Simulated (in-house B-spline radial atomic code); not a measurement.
# Re¹³⁺: ionisation energy by several methods

Aim: the ionisation energy of Re¹³⁺ by several methods, each as the difference of two self-consistent energies (Re¹³⁺ and the next ion, [Kr] 4d10 4f13 5s2).

The numbers are computed with in-house B-spline radial atomic code version 1 (scalar-relativistic (X2C), several functionals, spin-polarised; spherical all-electron atom at the radial basis limit), except any that are marked as measured or tabulated.

## Step 1: The system

| Quantity | Value |
| --- | --- |
| element | rhenium (Z = 75) |
| charge | +13 |
| electrons | 62 |
| configuration | [Kr] 4d10 4f14 5s2 |
| nucleus | Fermi, rms radius 5.370 fm |

Outer shells as boxes (Hund's rule):

[Kr] 4d10 4f14 5s2
```
[Kr] core
4d [↑↓][↑↓][↑↓][↑↓][↑↓]
4f [↑↓][↑↓][↑↓][↑↓][↑↓][↑↓][↑↓]
5s [↑↓]
```

Where spins are not typed, each open shell is filled with up spins first.

## Step 2: SCAN

Input settings:

```ini
Z = 75
electrons = 62.0
configuration = [Kr] 4d10 4f14 5s2
hamiltonian = x2c
method = scan,scan
spin_polarised = True
nucleus = fermi
rms_radius = 5.3698
mass_number = 187
atomic_mass = 186.955752217
speed_of_light = 137.035999084
```

## Step 3: PBE

Settings: those of step 2 with these lines changed.

```diff
@@ -4,3 +4,3 @@
 hamiltonian = x2c
-method = scan,scan
+method = pbe,pbe
 spin_polarised = True
```

## Step 4: PW91

Settings: those of step 3 with these lines changed.

```diff
@@ -4,3 +4,3 @@
 hamiltonian = x2c
-method = pbe,pbe
+method = pw91,pw91
 spin_polarised = True
```

Before running: The tabulated ionisation energy is 291 ± 15 eV (tabulated theoretical; NIST Atomic Spectra Database). What does each method give, and which comes nearest?

**Answer**, as computed:

| method | rung | total energy (hartree) | ΔSCF (eV) | −ε highest (eV) | ΔSCF less tabulated (eV) |
| --- | --- | --- | --- | --- | --- |
| PBE | GGA | -16639.1727 | 295.42 | 278.13 (4f up) | +4.42 |
| PW91 | GGA | -16640.7770 | 295.60 | 278.30 (4f up) | +4.60 |
| SCAN | meta-GGA | -16639.8614 | 295.82 | 278.61 (4f up) | +4.82 |

What this shows: Tables give 291 ± 15 eV (tabulated theoretical; NIST Atomic Spectra Database) for the ionisation energy. PBE misses by +4.42 eV, the least, and SCAN by +4.82 eV (1.7 %), the most. The table's own uncertainty is as large as these misses, so the order means little. All methods miss on the same side by much the same amount, which points to something that they share. Relativistic terms that these runs lack can be as large as the gaps between close methods, so the nearest may be so by luck. Spin-orbit coupling is left out. Open shells are averaged (over orientations, and over spins where the run is restricted), while tables refer to the lowest levels. For the semilocal functionals minus the highest level recovers only 94 % of their own ΔSCF value, a mark of self-interaction.

Members of this set that are not shown: 4 used exact exchange with fractional occupations of an open shell, which is unsound here.
